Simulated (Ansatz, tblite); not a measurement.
# The cluster In9Sb9: isomers side by side

An exercise on one series of results from a longer session: the logs are not shown, and one member is left open.

The runs use Ansatz 0.2.0, Gaussian basis; relaxed with PBE-D4/def2-SVP, singlet.

6 further runs of the same task are left out: 3 for a known fault of the program, 1 that didn't finish, 2 set aside as unsound or not needed.

**Where the work starts**

18 atoms, charge 0, spin multiplicity 1.

Atoms are counted from 1 here; the program's logs count them from 0.

Bond lengths: In1–Sb10 2.811 Å, In1–Sb11 2.739 Å, In1–Sb12 2.796 Å, In2–Sb10 2.761 Å, In2–Sb11 2.801 Å, In2–Sb16 2.797 Å, In3–Sb11 2.812 Å, In3–Sb12 2.779 Å, In3–Sb17 2.793 Å, In4–Sb12 2.787 Å, In4–Sb13 2.804 Å, In4–Sb15 2.753 Å, In5–Sb10 2.789 Å, In5–Sb13 2.822 Å, In5–Sb14 2.786 Å, In6–Sb13 2.747 Å, In6–Sb14 2.810 Å, In6–Sb15 2.798 Å and more. Angles: Sb10–In1–Sb11 90.1°, Sb10–In1–Sb12 116.9°, Sb11–In1–Sb12 90.6°, Sb10–In2–Sb11 89.9°, Sb10–In2–Sb16 120.6°, Sb11–In2–Sb16 117.4°, Sb11–In3–Sb12 89.5°, Sb11–In3–Sb17 117.7°, Sb12–In3–Sb17 120.0°, Sb12–In4–Sb13 117.2°, Sb12–In4–Sb15 120.5°, Sb13–In4–Sb15 90.1°, Sb10–In5–Sb13 117.8°, Sb10–In5–Sb14 121.1°, Sb13–In5–Sb14 89.4°, Sb13–In6–Sb14 90.5°, Sb13–In6–Sb15 90.4°, Sb14–In6–Sb15 116.9° and more.

In, Sb take a core potential in the def2 sets. No spin-orbit coupling is included.

The isomers as started, chosen beforehand: A: (InSb)9 cage of four- and six-membered rings; B: In9Sb9 wurtzite hole sphere; C: In9Sb9 zinc blende off disc. The structure above is A.

Set-up of the first run:

The input, in.yaml:

```yaml
crystal:
  periodic: [false, false, false]
  atoms:
    - {symbol: In, position_ang: [0.003200, 4.106900, 0.362700]}
    - {symbol: In, position_ang: [-2.380000, 1.627000, 2.259800]}
    - {symbol: In, position_ang: [2.374400, 1.609900, 2.261600]}
    - {symbol: In, position_ang: [2.379000, 1.135700, -2.521800]}
    - {symbol: In, position_ang: [-2.386900, 1.153900, -2.509700]}
    - {symbol: In, position_ang: [0.008000, -1.737100, -3.733800]}
    - {symbol: In, position_ang: [-2.379900, -2.754500, 0.261800]}
    - {symbol: In, position_ang: [2.386100, -2.767000, 0.286500]}
    - {symbol: In, position_ang: [-0.015100, -2.372300, 3.390000]}
    - {symbol: Sb, position_ang: [-2.400800, 2.784200, -0.246700]}
    - {symbol: Sb, position_ang: [-0.004700, 2.983300, 2.860900]}
    - {symbol: Sb, position_ang: [2.377200, 2.770200, -0.264100]}
    - {symbol: Sb, position_ang: [0.002300, 0.996900, -4.003000]}
    - {symbol: Sb, position_ang: [-2.394100, -1.622700, -2.281000]}
    - {symbol: Sb, position_ang: [2.384000, -1.604800, -2.263000]}
    - {symbol: Sb, position_ang: [-2.381900, -1.156100, 2.541900]}
    - {symbol: Sb, position_ang: [2.369200, -1.170800, 2.518400]}
    - {symbol: Sb, position_ang: [-0.020000, -3.955800, 1.153400]}
basis:
  gaussian: {orbitals: def2-SVP, fitting: {mean_field: def2-universal-jkfit}}
hamiltonian: {xc: pbe, dispersion: d4}
scf: {lower_state_search: "off"}
output: {orbitals: {seedname: orbitals}}
relax: {f_tol: 0.03, max_steps: 70}
```

Launch:

```console
> ansatz run in.yaml --threads 2 --pin off --events-out ev --progress --plain --max-ram 32768MiB --backend cuda --devices 0, --max-vram 18GiB
```

Steps of the session up to this table: Relaxing candidate A; Relaxing candidate B; Relaxing candidate C; Candidate B, PBE0-D4/def2-SVP; Candidate B, PBE-D4/def2-SVP; Candidate B, r2SCAN-D4/def2-SVP; Candidate B, r2SCANh-D4/def2-SVP; Candidate B, r2SCAN-D4/def2-mTZVP; Candidate B, MP2/def2-SVP; Candidate B, RPA/def2-SVP; Candidate C, PBE0-D4/def2-SVP; Candidate C, PBE-D4/def2-SVP; Candidate C, r2SCAN-D4/def2-SVP; Candidate C, r2SCANh-D4/def2-SVP; Candidate C, r2SCAN-D4/def2-mTZVP; Candidate C, MP2/def2-SVP; Candidate C, RPA/def2-SVP.

One table of the session follows, with a row left open; its other results are not shown here.

It belongs to the step «B against A». 

```
               level  B above A (kcal/mol)
            GFN1-xTB                 +37.4
            GFN2-xTB                 +28.4
         HF/def2-SVP                 +79.7
     PBE-D4/def2-SVP                 +58.3
  r2SCAN-D4/def2-SVP                     ?
r2SCAN-D4/def2-mTZVP                 +65.3
 r2SCANh-D4/def2-SVP                 +68.8
    PBE0-D4/def2-SVP                 +70.7
        RPA/def2-SVP                 +60.0
        MP2/def2-SVP                 +71.7
```

**Question.** Estimate the row for r2SCAN-D4/def2-SVP.

The run gave: B above A (kcal/mol): +65.1. In the column «B above A (kcal/mol)» it lies between RPA/def2-SVP (+60.0) and r2SCAN-D4/def2-mTZVP (+65.3).

Limits of these values: Only singlets are compared; another spin may lie lower and prefer another shape.
